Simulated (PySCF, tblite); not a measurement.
# C₉H₁₈Ge: geometry, infrared bands and NMR shifts

Wanted: the infrared bands and NMR shifts of C₉H₁₈Ge (`C1CC[CH]([GeH]2[CH2]CC[CH2]2)C1`), by calculation.

Programs: tblite 0.8.0 and PySCF 2.14.0, with density-fitted response routines of our own. Each step states its level of theory. These are calculated values for one molecule in the gas phase, unless marked as measured. Atoms are numbered from 0 throughout.

## (1) The starting structure

28 atoms, charge 0, multiplicity 1; geometry from: force field or distance geometry start.

Bonds of the start (Å): C0–C1 1.53, C1–C2 1.54, C2–C3 1.51, C3–Ge4 1.96, Ge4–C5 1.92, C5–C6 1.53, C6–C7 1.53, C7–C8 1.53, C3–C9 1.51, C9–C0 1.51, C8–Ge4 1.94, C0–H10 1.12, C0–H11 1.11, C1–H12 1.10, C1–H13 1.11, C2–H14 1.11, C2–H15 1.12, C3–H16 1.12, Ge4–H17 1.55, C5–H18 1.11, C5–H19 1.12, C6–H20 1.12, C6–H21 1.11, C7–H22 1.11, C7–H23 1.10, C8–H24 1.10, C8–H25 1.12, C9–H26 1.12, C9–H27 1.11.

## (2) Geometry optimisation with GFN2-xTB

What the job is given:

```
{"job": {"kind": "relax", "xc": "GFN2-xTB", "basis": "xTB"}, "charge": 0, "multiplicity": 1}
C     -2.893900    -0.018200    -1.268200
C     -2.573100     1.251300    -0.480900
C     -1.281300     0.949000     0.307900
C     -1.191000    -0.555600     0.345700
Ge     0.652100    -1.194100     0.557600
C      1.595700    -0.196700     1.897400
C      2.496600     0.773300     1.122300
C      2.985300     0.105100    -0.166200
C      1.806900    -0.579500    -0.870700
C     -1.829200    -1.043400    -0.935800
H     -3.902200    -0.404500    -0.962600
H     -2.925100     0.193700    -2.356900
H     -2.429000     2.118800    -1.137500
H     -3.390400     1.476000     0.234300
H     -0.429100     1.394600    -0.240900
H     -1.329800     1.388000     1.339400
H     -1.784500    -0.935700     1.219000
H      0.752800    -2.727700     0.773400
H      0.895300     0.353600     2.567100
H      2.225300    -0.895000     2.505300
H      1.911100     1.688900     0.872300
H      3.362500     1.077200     1.751100
H      3.749900    -0.658800     0.095600
H      3.440900     0.844900    -0.842500
H      2.145600    -1.422600    -1.494000
H      1.246400     0.156200    -1.495000
H     -1.072400    -1.052000    -1.760100
H     -2.256300    -2.059200    -0.819800
```

Run with:

```sh
$ OMP_NUM_THREADS=1 python probes_run.py task.json out
```

One launch serves the whole session: the jobs run in the order shown.

**Question.** This job is followed by: GFN2-xTB harmonic vibrations, gas phase; PBE0-D3(BJ)/def2-SVP geometry optimisation, gas phase; GIAO PBE0/pcSseg-1 NMR shielding, non-relativistic, gas phase; GIAO B97-2/pcSseg-1 NMR shielding, non-relativistic, gas phase. Predict these results of the whole session: strongest single infrared mode (GFN2-xTB); zero-point energy (GFN2-xTB); point group; rotational constants (main isotopes); ¹³C shifts against TMS (PBE0/pcSseg-1, means over atoms taken as alike); ¹H shifts against TMS (PBE0/pcSseg-1, means over atoms taken as alike); ⁷³Ge shifts against GeMe4 (PBE0/pcSseg-1); range of the shift of Ge4.

The runs gave:

| quantity | value |
| --- | --- |
| strongest single infrared mode (GFN2-xTB) | 1861 cm⁻¹, 520 km/mol |
| zero-point energy (GFN2-xTB) | 154.3 kcal/mol |
| point group | C1 |
| rotational constants (main isotopes) | 1.93, 0.60, 0.57 GHz |
| ¹³C shifts against TMS (PBE0/pcSseg-1, means over atoms taken as alike) | 31.8, 31.0, 28.6, 26.7, 9.3 ppm |
| ¹H shifts against TMS (PBE0/pcSseg-1, means over atoms taken as alike) | 4.43, 1.64, 1.63, 1.48, 1.46, 1.44, 0.98, 0.93, 0.70, 0.69 ppm |
| ⁷³Ge shifts against GeMe4 (PBE0/pcSseg-1) | -32 ppm |
| range of the shift of Ge4 | -32 to -31 ppm |

Relaxing lowered the energy by 0.362 eV in 97 steps; the close pair that moved most is Ge4–C5, from 1.918 to 1.995 Å (GFN2-xTB). No mode is imaginary among the 78: a minimum at this level. The strongest single mode, at 1861 cm⁻¹, moves mainly H17. Unscaled tight-binding wavenumbers are off by several per cent, some by more. Its intensities can rank the bands wrongly. Relaxing lowered the energy by 0.180 eV in 4 steps; the close pair that moved most is Ge4–H17, from 1.513 to 1.546 Å (PBE0/def2-SVP). At PBE0/pcSseg-1: The widest tensor belongs to Ge4: span 185 ppm, with a paramagnetic part of -1393 ppm. In ppm, Ge4 moves most: its shift spreads over 1 ppm, from -32 (PBE0/pcSseg-1) to -31 (B97-2/pcSseg-1). Spin-orbit coupling is left out, which matters for shieldings and couplings at and beside the heavy atoms.
